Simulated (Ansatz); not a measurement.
# Ca: the cost of one run

All numbers are computed with Ansatz 0.2.0, driven from Python. Level of theory: DFT PBEsol, plane waves, PAW.

**1. The system**

The structure is hexagonal, space group P6_3/mmc (No. 194). The conventional cell has a = 3.958 Å, b = 3.958 Å, c = 12.869 Å, α = 90.00°, β = 90.00°, γ = 120.00°. Ca (site symmetry -3m) is surrounded by 12 Ca at 3.95 to 3.96 Å. Around Ca (site symmetry -6m2) lie 12 Ca at 3.95 to 3.96 Å.

The script holds or builds the structure itself.

**2. Script**

run_ecut.py reads:

```python
# -*- coding: utf-8 -*-
'''Cutoff test for Ca.'''

import warnings

import ansatz as az
import pandas as pd


def main():
    warnings.simplefilter('ignore', az.DeckWarning)

    structure = (
        az.Lattice.from_parameters(3.957555, 3.957555, 12.869421, alpha=90.0, beta=90.0, gamma=120.0)
        .atom('Ca', (0.0, 0.0, 0.0))
        .atom('Ca', (1 / 3, 2 / 3, 0.25))
        .atom('Ca', (0.0, 0.0, 0.5))
        .atom('Ca', (2 / 3, 1 / 3, 0.75))
    )

    base = structure.calculation().occupations('cold', width=100 * az.meV).kpoints(6, 6, 2).functional('PBEsol')

    rows = []
    for value in [250, 300, 350, 400]:
        rep = base.basis(value).run().report
        rows.append((value, rep['free_energy_ev'] / len(rep['lattice']['sites']), rep['n_iterations'], rep['n_pw']))

    table = pd.DataFrame(rows, columns=['cutoff (eV)', 'F/atom (eV)', 'iterations', 'plane waves'])
    print(table.round(5).to_string(index=False))

    # the last row is the reference
    for row in rows[:-1]:
        shift = 1000 * (row[1] - rows[-1][1])
        print(f'{row[0]}: {shift:+.2f} meV/atom' + ('  (within 1 meV)' if abs(shift) < 1 else ''))


if __name__ == '__main__':
    main()
```

**3. The input behind the calls**

The package turns the script's settings into the engine's input (first run):

```yaml
crystal:
  lattice:
    a: 3.957555
    b: 3.957555
    c: 12.869421
    alpha: 90.0
    beta: 90.0
    gamma: 120.0
  atoms:
    - { symbol: Ca, position: [0.0, 0.0, 0.0] }
    - { symbol: Ca, position: [0.3333333333333333, 0.6666666666666666, 0.25] }
    - { symbol: Ca, position: [0.0, 0.0, 0.5] }
    - { symbol: Ca, position: [0.6666666666666666, 0.3333333333333333, 0.75] }
basis:
  ecutwfc: 250.0
kpoints:
  mp_grid:
    grid: [6, 6, 2]
hamiltonian:
  xc: pbesol
scf:
  occupations:
    method: cold
    width: 0.1
```

**4. Running it**

The run is started by

```
python run_ecut.py
```

Q: Estimate wall time and peak memory on 1 thread of Arm Neoverse V1, shared host.

About 7.4 s, with a peak of 0.38 GiB.
